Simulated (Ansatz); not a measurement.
**CH₃ClFNOW: how energies converge with the basis set**

An exercise on one series of results from a longer session: the logs are not shown, and one member is left open.

Method: one geometry, several basis sets; program: Ansatz 0.2.0, Gaussian basis.

Plan: PBE0-D4/def2-SVP; ωB97M-V/def2-SVP; PBE0-D4/def2-QZVPP; ωB97M-V/def2-QZVPP; the functionals' def2-TZVPP values are taken from earlier runs.

## The geometry

The geometry comes from an earlier relaxation with PBE0-D4 in a triple-zeta def2 set; it is a stationary point, not always the lowest conformer. W takes the def2 core potential; no spin-orbit term is included.

SMILES `C[N]=[W](=[O])([F])[Cl]`, 9 atoms, charge 0, spin multiplicity 1.

Atoms are counted from 1 here; the program's logs count them from 0.

Bond lengths: C1–N2 1.418 Å, C1–H7 1.094 Å, C1–H8 1.095 Å, C1–H9 1.094 Å, N2–W3 1.735 Å, W3–O4 1.698 Å, W3–F5 1.866 Å, W3–Cl6 2.274 Å. Angles: N2–C1–H7 109.7°, N2–C1–H8 111.4°, N2–C1–H9 110.0°, H7–C1–H8 108.7°, H7–C1–H9 107.9°, H8–C1–H9 109.0°, C1–N2–W3 155.1°, N2–W3–O4 107.0°, N2–W3–F5 107.9°, N2–W3–Cl6 107.1°, O4–W3–F5 110.1°, O4–W3–Cl6 109.3°, F5–W3–Cl6 115.1°.

As a file:

```
C    -0.0030   -1.1839    1.0638
N     0.1469    0.0465    0.3752
W     0.0854    1.0936   -1.0069
O    -0.4085    0.1460   -2.3268
F     1.8051    1.7568   -1.2995
Cl   -1.4974    2.6702   -0.5795
H    -0.7497   -1.0752    1.8566
H    -0.3231   -1.9834    0.3871
H     0.9443   -1.4706    1.5300
```

Set-up of the first run:

Contents of in.yaml:

```yaml
crystal:
  periodic: [false, false, false]
  atoms:
    - {symbol: C, position_ang: [-0.003028, -1.183854, 1.063812]}
    - {symbol: N, position_ang: [0.146861, 0.046507, 0.375196]}
    - {symbol: W, position_ang: [0.085386, 1.093614, -1.006935]}
    - {symbol: O, position_ang: [-0.408514, 0.145971, -2.326801]}
    - {symbol: F, position_ang: [1.805145, 1.756750, -1.299529]}
    - {symbol: Cl, position_ang: [-1.497355, 2.670179, -0.579531]}
    - {symbol: H, position_ang: [-0.749658, -1.075166, 1.856645]}
    - {symbol: H, position_ang: [-0.323128, -1.983429, 0.387090]}
    - {symbol: H, position_ang: [0.944291, -1.470572, 1.530043]}
basis:
  gaussian: {orbitals: def2-SVP}
hamiltonian: {xc: pbe0, dispersion: d4}
output: {orbitals: {seedname: orbitals}}
```

Started as:

```console
$ ansatz run in.yaml --threads 2 --pin off --events-out ev --progress --plain --max-ram 22528MiB --backend cpu
```

Steps of the session up to this table: PBE0-D4 in def2-SVP; ωB97M-V in def2-SVP; PBE0-D4 in def2-QZVPP; ωB97M-V in def2-QZVPP.

One of the session's tables, all rows but one given; the rest of the session is left out.

It belongs to the step «Functionals by basis». 

```
functional       basis  HOMO (eV)  LUMO (eV)
   PBE0-D4    def2-SVP          ?          ?
   PBE0-D4  def2-TZVPP      -8.10      -2.13
   PBE0-D4  def2-QZVPP      -8.11      -2.16
   ωB97M-V    def2-SVP     -10.31       0.05
   ωB97M-V  def2-TZVPP     -10.32      -0.06
   ωB97M-V  def2-QZVPP     -10.34      -0.10
```

**Question.** Estimate the row for PBE0-D4, def2-SVP.

The run gave: HOMO (eV): -8.11; LUMO (eV): -2.04.
